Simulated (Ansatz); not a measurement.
# LiBe (P1) in Ansatz: convergence with k mesh

Aim: find how far k mesh must go before the results for LiBe settle, at PBE. This setting moves, with any that are tied to it; all else stays.

All numbers are computed with Ansatz 0.2.0; they aren't measurements. Logs are shortened: lines on timing, memory, paths and dates and some standing lists are left out, and cuts for length are marked.

### Step 1. The cell of the first run

The typed cell holds 4 atoms: a = 2.296 Å, b = 3.613 Å, c = 5.528 Å, α = 90.00°, β = 94.17°, γ = 90.00°.

The cell comes from a database or a generator and needn't be the stable form of this composition.

The cell isn't the ideal one: atoms moved at random, drawn with an rms of 0.05 Å.

### Step 2. With k mesh 4 × 2 × 2

The input, input.yaml:

```yaml
crystal:
  lattice:
    - [2.2959861536, 0.0, 0.0]
    - [0.0, 3.61277298, 0.0]
    - [-0.4017425219, 0.0, 5.5135259934]
  atoms:
    - { symbol: Be, position: [0.268972, 0.757876, 0.424271] }
    - { symbol: Be, position: [0.768137, 0.236069, 0.565935] }
    - { symbol: Li, position: [0.277844, 0.768811, 0.846829] }
    - { symbol: Li, position: [0.739197, 0.258813, 0.161087] }
hamiltonian:
  xc: pbe
  pseudopotentials: { kind: paw }
kpoints:
  mp_grid: { grid: [4, 2, 2] }
scf:
  occupations: { method: gaussian, width: 0.05 }
output:
  forces: true
  stress: true
  eigenvalues: true
```

Potentials or basis: Ansatz PAW.

Started as:

```console
$ ansatz run input.yaml --threads 2 --pin off --max-ram 5632MiB --backend cpu --events-out ev --progress --plain --runs-dir out
```

It took 0.47 s on 2 threads of Arm Neoverse V1, shared host; peak memory 0.26 GiB.

Results:

```
Free energy            : -594.2697 eV
Pressure               : -0.3 GPa
Largest force          : 0.891 eV/Å
Band gap on the k mesh : none (metal or under the smearing width)
```

### Step 3. With k mesh 4 × 3 × 2

input.yaml: that of step 2 with these lines changed.

```diff
@@ -14,3 +14,3 @@
 kpoints:
-  mp_grid: { grid: [4, 2, 2] }
+  mp_grid: { grid: [4, 3, 2] }
 scf:
```

Potentials or basis: Ansatz PAW.

Started as:

```console
$ ansatz run input.yaml --threads 2 --pin off --max-ram 5632MiB --backend cpu --events-out ev --progress --plain --runs-dir out
```

Wall time 0.5 s (2 threads of Arm Neoverse V1, shared host); peak memory 0.26 GiB.

What came out:

```yaml
Free_energy: -594.4350 eV
Pressure: 0.1 GPa
Largest_force: 0.605 eV/Å
Band_gap_on_the_k_mesh: none (metal or under the smearing width)
```

### Step 4. With k mesh 5 × 4 × 3

input.yaml: that of step 3 with these lines changed.

```diff
@@ -14,3 +14,3 @@
 kpoints:
-  mp_grid: { grid: [4, 3, 2] }
+  mp_grid: { grid: [5, 4, 3] }
 scf:
```

Started as:

```console
$ ansatz run input.yaml --threads 2 --pin off --max-ram 5632MiB --backend cpu --events-out ev --progress --plain --runs-dir out
```

It took 0.85 s on 2 threads of Arm Neoverse V1, shared host; peak memory 0.28 GiB.

What came out:

```
Free energy            : -594.1828 eV
Pressure               : 0.4 GPa
Largest force          : 0.597 eV/Å
Band gap on the k mesh : none (metal or under the smearing width)
```

### Step 5. With k mesh 7 × 4 × 3

input.yaml: that of step 4 with these lines changed.

```diff
@@ -14,3 +14,3 @@
 kpoints:
-  mp_grid: { grid: [5, 4, 3] }
+  mp_grid: { grid: [7, 4, 3] }
 scf:
```

Started as:

```console
$ ansatz run input.yaml --threads 2 --pin off --max-ram 5632MiB --backend cpu --events-out ev --progress --plain --runs-dir out
```

Run time: 1.1 s. Hardware: 2 threads of Arm Neoverse V1, shared host; peak memory 0.3 GiB.

Results:

```yaml
Free_energy: -594.1823 eV
Pressure: 0.7 GPa
Largest_force: 0.522 eV/Å
Band_gap_on_the_k_mesh: none (metal or under the smearing width)
```

### Step 6. With k mesh 8 × 5 × 4

input.yaml: that of step 5 with these lines changed.

```diff
@@ -14,3 +14,3 @@
 kpoints:
-  mp_grid: { grid: [7, 4, 3] }
+  mp_grid: { grid: [8, 5, 4] }
 scf:
```

Potentials or basis: Ansatz PAW.

Started as:

```console
$ ansatz run input.yaml --threads 2 --pin off --max-ram 5632MiB --backend cpu --events-out ev --progress --plain --runs-dir out
```

Run time: 2.1 s. Hardware: 2 threads of Arm Neoverse V1, shared host; peak memory 0.32 GiB.

Results (log left out):

```
Free energy            : -594.2142 eV
Pressure               : 0.5 GPa
Largest force          : 0.542 eV/Å
Band gap on the k mesh : none (metal or under the smearing width)
```

### Step 7. With k mesh 10 × 7 × 5

input.yaml: that of step 6 with these lines changed.

```diff
@@ -14,3 +14,3 @@
 kpoints:
-  mp_grid: { grid: [8, 5, 4] }
+  mp_grid: { grid: [10, 7, 5] }
 scf:
```

Started as:

```console
$ ansatz run input.yaml --threads 2 --pin off --max-ram 5632MiB --backend cpu --events-out ev --progress --plain --runs-dir out
```

It took 4.2 s on 2 threads of Arm Neoverse V1, shared host; peak memory 0.37 GiB.

The run converged. Its results:

```
Free energy            : -594.2331 eV
Pressure               : 0.5 GPa
Largest force          : 0.580 eV/Å
Band gap on the k mesh : none (metal or under the smearing width)
```

### Step 8. With k mesh 13 × 8 × 6

input.yaml: that of step 7 with these lines changed.

```diff
@@ -14,3 +14,3 @@
 kpoints:
-  mp_grid: { grid: [10, 7, 5] }
+  mp_grid: { grid: [13, 8, 6] }
 scf:
```

Started as:

```console
$ ansatz run input.yaml --threads 2 --pin off --max-ram 5632MiB --backend cpu --events-out ev --progress --plain --runs-dir out
```

Run time: 6.5 s. Hardware: 2 threads of Arm Neoverse V1, shared host; peak memory 0.44 GiB.

The run converged. Its results:

```yaml
Free_energy: -594.2152 eV
Pressure: 0.5 GPa
Largest_force: 0.571 eV/Å
Band_gap_on_the_k_mesh: none (metal or under the smearing width)
```

### Step 9. With k mesh 16 × 10 × 7

input.yaml: that of step 8 with these lines changed.

```diff
@@ -14,3 +14,3 @@
 kpoints:
-  mp_grid: { grid: [13, 8, 6] }
+  mp_grid: { grid: [16, 10, 7] }
 scf:
```

Potentials or basis: Ansatz PAW.

Started as:

```console
$ ansatz run input.yaml --threads 2 --pin off --max-ram 5632MiB --backend cpu --events-out ev --progress --plain --runs-dir out
```

Wall time 11 s (2 threads of Arm Neoverse V1, shared host); peak memory 0.58 GiB.

It converged, with:

* Free energy: -594.2306 eV
* Pressure: 0.5 GPa
* Largest force: 0.572 eV/Å
* Band gap on the k mesh: none (metal or under the smearing width)

### Step 10. With k mesh 19 × 12 × 8

input.yaml: that of step 9 with these lines changed.

```diff
@@ -14,3 +14,3 @@
 kpoints:
-  mp_grid: { grid: [16, 10, 7] }
+  mp_grid: { grid: [19, 12, 8] }
 scf:
```

Potentials or basis: Ansatz PAW.

Started as:

```console
$ ansatz run input.yaml --threads 2 --pin off --max-ram 5632MiB --backend cpu --events-out ev --progress --plain --runs-dir out
```

The log of the run:

```text
Warning: RAYON_NUM_THREADS=2 ignored (pool sized by the plan → 2); use --threads N
Engine: ansatz 0.2.0, aarch64-unknown-linux-gnu
Pseudopotentials: kind: paw
Pseudopotential: Be, paw, valence charge 2, recommended cutoff 420 eV (normal), Be.paw.azcp
Pseudopotential: Li, paw, valence charge 3, recommended cutoff 420 eV (normal), Li.paw.azcp
Functional definition: PBE
  parameter kappa = 0.804
  parameter beta = 0.06672455060314922
  exchange = pbe_x(kappa = kappa, mu = beta*pi^2/3)
  correlation = pbe_c(beta = beta)
Crystal: 4 atoms, lattice volume = 45.734 Å³
Basis set: ecut = 420 eV, 891 PW (Γ), exchange–correlation on 32×50×80 points (8 copies of the dense FFT grid, shifted against one another)
Bands: 9, of which v1, the nominal top of the filled ones, is band 5 counted from 1 (4 counted from 0)
Symmetry: 1 space group operations
Space group: P1 (ITA 1), of the structure as read, at distance tolerance 3.6e-5 Å
k-points: 914 of 1824 (time reversal used)
Non-local potential: Be, projectors of the file, l = 0: 2, l = 1: 2, l = 2: 1
Non-local potential: Li, projectors of the file, l = 0: 3, l = 1: 2, l = 2: 1
PAW form: soft (Blöchl's): semilocal exchange-correlation on the pseudo side does not see the compensation charge
PAW one-centre angular grid: Be, 110 points (default); XC on 64 Gauss nodes
PAW one-centre angular grid: Li, 110 points (default); XC on 64 Gauss nodes
Initial density: superposition of atomic densities (neutral atoms: chi_scale 0, normalization atom), corrected by the library's trained network
Initial wavefunctions: pseudopotential atomic-orbital guess
Functional: x = pbe(κ = 0.804, μ = 0.2195149727645171), c = pbe(β = 0.06672455060314922)
SCF iter   1: F=—  HF=-594.232208 eV  |F-HF|=—  |Δ(HF+E_count)|=         —  Δρ=2.22e-3  dr2=7.43e-3  ethr=1.77e-3  ⟨swp⟩=5.3  Hψ=58626  notcnv=0
preconditioner: auto → none  [metal: Δε(μ)=0.002 eV  Ē_g=6.954 eV  σ=0.050 eV  W_gap=0.02  n_scr=8 (ndim 8)  ℏωp=13.4 eV  f_vac=0.000  D(μ)=0.87/eV (n_scr^D=4)  sad-step TF]
SCF iter   2: F=—  HF=-594.231187 eV  |F-HF|=—  |Δ(HF+E_count)|=   1.02e-3  Δρ=1.38e-3  dr2=2.69e-3  ethr=7.43e-5  ⟨swp⟩=1.0  Hψ=15538  notcnv=0
SCF iter   3: F=—  HF=-594.230595 eV  |F-HF|=—  |Δ(HF+E_count)|=   5.92e-4  Δρ=2.61e-4  dr2=1.95e-4  ethr=2.69e-5  ⟨swp⟩=1.2  Hψ=8277  notcnv=0
SCF iter   4: F=—  HF=-594.230554 eV  |F-HF|=—  |Δ(HF+E_count)|=   4.15e-5  Δρ=8.45e-5  dr2=5.77e-6  ethr=1.95e-6  ⟨swp⟩=2.0  Hψ=9471  notcnv=0
SCF iter   5: F=—  HF=-594.230562 eV  |F-HF|=—  |Δ(HF+E_count)|=   8.72e-6  Δρ=3.72e-5  dr2=3.00e-6  ethr=5.77e-8  ⟨swp⟩=2.3  Hψ=10246  notcnv=0
SCF iter   6: F=-594.230562 eV  HF=-594.230562 eV  |F-HF|=4.18e-8  |Δ(HF+E_count)|=   6.45e-7  Δρ=8.74e-6  dr2=8.04e-8  ethr=1.00e-9  ⟨swp⟩=3.7  Hψ=30702  notcnv=0
SCF 1 converged in 6 iterations: F = -594.230562 eV  dr2 = 8.04e-8
SCF converged after 6 iterations
Free energy (F): -594.230562 eV
Harris-Foulkes:  -594.230562 eV  (|F-HF|=4.18e-8)
Internal energy: -594.229386 eV  (E = F + TS)
E sigma→0 (E₀):  -594.229974 eV
Entropy (-TS):   -0.001176 eV (-0.294 meV/atom)
Fermi energy:    3.846291 eV
--- Per-component energies (eV) ---
  E_band       = -163.551297
  E_kinetic    = 82.946104
  E_local      = -240.082395  (includes V_loc(G=0)·N_el)
  E_nonlocal   = -57.065053
  E_hartree    = 73.027430
  E_xc         = -59.454215
  E_vxc        = -67.259214  (∫ρ·V_xc dr)
  E_paw        = -161.181943  (= ΣΔE_a)
  E_vpaw       = -28.145194  (= ΣTr[D̂ρ^β])
  E_aug_tail   = 0.000039  (compensation charges beyond the density's cutoff)
  E_ewald      = -232.419353
  E_smearing   = -0.001176  (= −TS)
  E_closure    = 0.000000  (closes the sum)
  Σ components = -594.230562   (vs F -594.230562, Δ=0.00e0)
--- Forces (eV/Å), atoms counted from 1 ---
  atom   1  Be    -0.13060292    -0.30255220    -0.04784909
  atom   2  Be     0.10836616     0.49223516     0.29813307
  atom   3  Li    -0.01802353    -0.22573655    -0.06027922
  atom   4  Li     0.04026074     0.03605717    -0.18992224
  max |Σ_I F_I| component: 8.25e-5 eV/Å
--- Stress (GPa, compression-positive) ---
       -0.174375       0.167460       0.234883
        0.167460      -0.030412       0.149986
        0.234884       0.149984       1.677971
  P = ⅓ Tr σ = 0.4911 GPa (4.911 kbar)
--- Band table (eV; the first three rows and the last of 914) ---
  k-point 0: bands = ["-42.2767", "-42.1822", "-3.6670", "0.8715", "1.7703", "3.1021", "8.1699", "9.6152", "9.9633"]
  k-point 1: bands = ["-42.2767", "-42.1822", "-3.6541", "0.5073", "2.2753", "3.1298", "8.0765", "8.8577", "10.1912"]
  k-point 2: bands = ["-42.2766", "-42.1822", "-3.6219", "0.0383", "3.0987", "3.2638", "7.6965", "8.1608", "9.4574"]
  k-point 913: bands = ["-42.1648", "-42.0782", "0.9543", "2.0365", "4.7699", "5.4055", "8.8448", "9.2813", "10.2132"]
```

It took 17 s on 2 threads of Arm Neoverse V1, shared host; peak memory 0.77 GiB.

What came out:

| Quantity | Value |
| --- | --- |
| Free energy | -594.2306 eV |
| Pressure | 0.5 GPa |
| Largest force | 0.586 eV/Å |
| Band gap on the k mesh | none (metal or under the smearing width) |

### Step 11. The series at a glance

```csv
k mesh,"energy less the tightest run, at zero smearing (meV/atom)",pressure (GPa),largest force (eV/Å),SCF cycles,CPU time (s),peak memory (GiB)
4 × 2 × 2,-9.48,-0.25,0.891,7,0.8,0.26
4 × 3 × 2,-50.85,0.13,0.605,6,0.87,0.26
5 × 4 × 3,11.83,0.44,0.597,7,1.6,0.28
7 × 4 × 3,12.36,0.70,0.522,7,2.1,0.3
8 × 5 × 4,4.20,0.54,0.542,7,4,0.32
10 × 7 × 5,-0.72,0.46,0.580,7,8.2,0.37
13 × 8 × 6,3.95,0.51,0.571,6,13,0.44
16 × 10 × 7,-0.08,0.48,0.572,7,22,0.58
19 × 12 × 8,0.00,0.49,0.586,6,33,0.77
```

Against the tightest run, the energy stays within 1 meV/atom from 16 × 10 × 7 on; the pressure stays within 0.1 GPa from 8 × 5 × 4 on. Not settled before the last step: the largest force (to 0.005 eV/Å). Meshes of other sizes hit other points, so gaps and Fermi surfaces needn't settle smoothly. The tightest run that finished is the yardstick and may itself not be fully converged.
